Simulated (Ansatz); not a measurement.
## B2FH3N, SMILES B[N]BF: a rigid scan of one bond angle, step by step

With Ansatz's Python interface.

Notebook, run cell by cell (the value of a cell's last expression is shown):

In [1]:
```python
import ansatz as az
from ase import Atoms

atoms = Atoms(["B", "N", "B", "F", "H", "H", "H"], positions=[
    (1.2119, -0.0493, -0.2684),
    (0.1854, -0.302, 0.8288),
    (-1.1994, 0.0147, 0.2772),
    (-1.4904, 1.344, -0.2137),
    (2.3209, 0.2063, 0.047),
    (1.0823, -0.5759, -1.3202),
    (-2.1107, -0.6379, 0.6493),
])

# start the scan from a relaxed geometry
first = (
    az.Crystal.molecule_from_ase(atoms).calculation()
    .basis(gaussian="cc-pVDZ")
    .functional("r2scan", dispersion="d3bj")
    .spin("collinear", total=1)
    .relax(force_tolerance=0.02, max_steps=80)
)
atoms.positions = first.run(threads=1, backend="cpu").report["positions_ang"]
```
```text
DeckWarning: the engine holds no damping parameters fitted to this dispersion correction and functional, so the run takes those fitted to r2scan beside the three-body term, which d3bj leaves out (hamiltonian.dispersion, under Limitations)
```

In [2]:
```python
rows = []
for angle in [90, 100, 110, 120, 135, 150, 165, 179]:
    bent = atoms.copy()
    bent.set_angle(2, 1, 0, angle, indices=[0, 4, 5])
    calculation = (
        az.Crystal.molecule_from_ase(bent).calculation()
        .basis(gaussian="cc-pVDZ")
        .functional("r2scan", dispersion="d3bj")
        .spin("collinear", total=1)
    )
    rows.append((angle, calculation.run(threads=1, backend="cpu").report["free_energy_ev"]))
floor = min(e for _, e in rows)
for angle, e in rows:
    print(f"angle B2-N1-B0 = {angle:3d} deg   {1000 * (e - floor):9.1f} meV")
```
```text
angle B2-N1-B0 =  90 deg      2905.5 meV
angle B2-N1-B0 = 100 deg      1810.9 meV
angle B2-N1-B0 = 110 deg       982.9 meV
angle B2-N1-B0 = 120 deg       525.3 meV
angle B2-N1-B0 = 135 deg       180.6 meV
angle B2-N1-B0 = 150 deg        40.0 meV
angle B2-N1-B0 = 165 deg         0.0 meV
angle B2-N1-B0 = 179 deg         8.2 meV
```

Warnings are shown shortened and without file and line. The scan is rigid, and the energies are electronic, in a modest basis. The zero is the lowest point of the grid, which needn't be the minimum. The species is open-shell (spin multiplicity 2). A dispersion term here runs with damping parameters fitted for another variant or functional. Wall time of the script: 120 s on 1 thread of Arm Neoverse V1, on a shared host, peak memory 0.27 GiB.
